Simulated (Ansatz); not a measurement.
# BiB: the order of phases at one pressure

Which of rocksalt, CsCl, zincblende, NiAs, anti NiAs has the lowest enthalpy for BiB at one common pressure? The runs shown use PAW.

Computed with Ansatz 0.2.0 (DFT, PBE, PAW with Ansatz's default frozen-core files, scalar-relativistic, unless a step's input says otherwise).

**1. The system as given**

Symmetry: Fm-3m, No. 225, cubic system. The conventional cell has a = 4.823 Å, b = 4.823 Å, c = 4.823 Å, α = 90.00°, β = 90.00°, γ = 90.00°. B (site symmetry m-3m) is surrounded by 6 Bi at 2.41 Å. Bi (site symmetry m-3m) has 6 B at 2.41 Å in its first shell of neighbours.

Structure file:

```
B Bi
1.0
     0.00000    2.41127    2.41127
     2.41127    0.00000    2.41127
     2.41127    2.41127    0.00000
B Bi
1 1
Direct
  0.00000 0.00000 0.00000
  0.50000 0.50000 0.50000
```

Atoms are numbered in the order of the input: B1, Bi2.

**2. Cell relaxed at zero pressure, PAW**

input.yaml reads:

```yaml
crystal:
  lattice:
    - [0.0, 2.4112715217, 2.4112715217]
    - [2.4112715217, 0.0, 2.4112715217]
    - [2.4112715217, 2.4112715217, 0.0]
  atoms:
    - { symbol: B, position: [0.0, 0.0, 0.0] }
    - { symbol: Bi, position: [0.5, 0.5, 0.5] }
kpoints:
  mp_grid: { grid: [14, 14, 14] }
scf:
  occupations: { method: fermi_dirac, width: 0.1 }
hamiltonian:
  xc: pbe
  pseudopotentials: { kind: paw }
output:
  forces: true
  stress: true
relax:
  f_tol: 0.005
  max_steps: 40
  cell: {}
```

Command:

```
$ ansatz run input.yaml --threads 1 --pin off --max-ram 3584MiB --backend cpu --events-out ev --progress --plain --runs-dir out
```

The runs that follow: Volume scaled by 0.486, to set the pressure, PAW; Rocksalt relaxed under pressure, PAW; CsCl relaxed under pressure, PAW; Zincblende relaxed under pressure, PAW; NiAs relaxed under pressure, PAW; Anti NiAs relaxed under pressure, PAW.

Q: Predict the outcome of this session. Wanted: pressure; lowest.

As calculated:

```
    quantity                                value
    pressure                              290 GPa
lowest (PAW)  rocksalt, 214.0 meV/atom under NiAs
```

By PAW the order is rocksalt < NiAs < anti NiAs < CsCl < zincblende. Only these structures were tried, with electrons smeared by 0.1 eV and without vibrations, so the true ground state may be another. The k meshes differ between phases and weren't tested, which can move differences by some meV. Spin-orbit coupling is left out, though the cell holds Bi; in elements this heavy it can shift bands and gaps by tenths of an eV.
